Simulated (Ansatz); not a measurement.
# Hf: the cost of one run

Program: Ansatz 0.2.0. Level of theory: DFT PBEsol, scalar-relativistic. These are calculated values, not measurements.

### 1 Starting point

The structure is cubic, space group Im-3m (No. 229). Conventional cell: a = 3.610 Å, b = 3.610 Å, c = 3.610 Å, α = 90.00°, β = 90.00°, γ = 90.00°. Around Hf (site symmetry m-3m) lie 8 Hf at 3.13 Å.

Coordinates:

```cif
data_structure
_symmetry_space_group_name_H-M 'Im-3m'
_symmetry_Int_Tables_number 229
_cell_length_a 3.6100
_cell_length_b 3.6100
_cell_length_c 3.6100
_cell_angle_alpha 90.000
_cell_angle_beta 90.000
_cell_angle_gamma 90.000
_cell_volume 47.05
loop_
_atom_site_label
_atom_site_type_symbol
_atom_site_symmetry_multiplicity
_atom_site_Wyckoff_symbol
_atom_site_fract_x
_atom_site_fract_y
_atom_site_fract_z
_atom_site_occupancy
Hf1 Hf 2 a 0.00000 0.00000 0.00000 1
```

The file gives the conventional cell by its symmetry; the runs use the cell typed in the input.

### 2 The deformed structure

Space group Im-3m before, I4/mmm after.

### 3 All-electron LAPW

The input, input.yaml:

```yaml
crystal:
  lattice:
    - [-1.82305, 1.82305, 1.805]
    - [1.82305, -1.82305, 1.805]
    - [1.82305, 1.82305, -1.805]
  atoms:
    - { symbol: Hf, position: [0.0, 0.0, 0.0] }
kpoints:
  mp_grid: { grid: [16, 16, 16] }
  band_path:
    path:
      - [0.0, 0.0, 0.0]
      - [0.0, 0.0, 0.5]
      - [-0.5, 0.5, 0.5]
      - [0.0, 0.0, 0.0]
      - [0.4950740124, 0.4950740124, -0.4950740124]
      - [-0.4950740124, 0.5049259876, 0.4950740124]
      - [-0.5, 0.5, 0.5]
      - [0.0, 0.0, 0.5]
      - [0.25, 0.25, 0.25]
    npoints: 5
scf:
  occupations: { method: fermi_dirac, width: 0.08 }
hamiltonian:
  xc: pbesol
  pseudopotentials: { kind: all_electron, lapw: { basis_error: 0.001 } }
output:
  forces: true
  stress: true
  eigenvalues: true
```

The run is started by

```sh
$ ansatz run input.yaml --threads 1 --pin off --max-ram 3072MiB --backend cpu --events-out ev --progress --plain --runs-dir out
```

What time and memory should one allow on 1 thread of Intel Xeon 6975P-C (Granite Rapids), shared host?

About 18 s, with a peak of 0.55 GiB.
